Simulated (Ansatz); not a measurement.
# C2H6NOSb: the cost of one run

Method: RKS revPBE/def2-SVP, in Ansatz 0.2.0.

## Step 1: The structure to begin with

Bond lengths: C1–Sb2 2.118 Å, Sb2–N3 2.051 Å, N3–C4 1.488 Å, Sb2–O5 1.999 Å, C4–O5 1.400 Å, C1–H6 1.149 Å, C1–H7 1.071 Å, C1–H8 1.147 Å, N3–H9 1.057 Å, C4–H10 1.062 Å, C4–H11 1.187 Å. Angles (14 of 19 angles, heavy atoms first): C1–Sb2–N3 90.2°, C1–Sb2–O5 91.1°, N3–Sb2–O5 69.1°, Sb2–N3–C4 90.2°, N3–C4–O5 105.4°, Sb2–O5–C4 95.0°, Sb2–C1–H6 110.3°, Sb2–C1–H7 113.2°, Sb2–C1–H8 108.2°, Sb2–N3–H9 103.8°, C4–N3–H9 101.3°, N3–C4–H10 117.4°, N3–C4–H11 105.8°, O5–C4–H10 113.0°.

As a file:

```xyz
11

C    -1.4510    1.1001   -0.2515
Sb    0.6587    1.2754   -0.3060
N     0.8145   -0.6906   -0.8709
C     1.0002   -1.0894    0.5508
O     0.8364    0.0877    1.2915
H    -1.8969    1.3174   -1.2884
H    -1.7861    0.1484    0.1077
H    -1.8637    1.9445    0.4053
H     1.8028   -0.7695   -1.2384
H     1.8883   -1.6160    0.7985
H     0.0622   -1.7649    0.8220
```

## Step 2: Relaxing end A

Contents of input.yaml:

```yaml
crystal:
  periodic: [false, false, false]
  atoms:
    - { symbol: C, position_ang: [-1.451, 1.1001, -0.2515] }
    - { symbol: Sb, position_ang: [0.6587, 1.2754, -0.306] }
    - { symbol: "N", position_ang: [0.8145, -0.6906, -0.8709] }
    - { symbol: C, position_ang: [1.0002, -1.0894, 0.5508] }
    - { symbol: O, position_ang: [0.8364, 0.0877, 1.2915] }
    - { symbol: H, position_ang: [-1.8969, 1.3174, -1.2884] }
    - { symbol: H, position_ang: [-1.7861, 0.1484, 0.1077] }
    - { symbol: H, position_ang: [-1.8637, 1.9445, 0.4053] }
    - { symbol: H, position_ang: [1.8028, -0.7695, -1.2384] }
    - { symbol: H, position_ang: [1.8883, -1.616, 0.7985] }
    - { symbol: H, position_ang: [0.0622, -1.7649, 0.822] }
basis:
  gaussian: { orbitals: def2-SVP }
hamiltonian:
  xc: revpbe
relax:
  f_tol: 0.02
  max_steps: 50
output:
  orbitals: {}
```

On the command line:

```sh
$ ansatz run input.yaml --threads 2 --pin off --max-ram 3072MiB --backend cpu --events-out ev --progress --plain --runs-dir out
```

Q: Estimate wall time and peak memory on 2 threads of AMD EPYC 9R14 (Zen 4), shared host.

About 13 s, with a peak of 0.17 GiB.
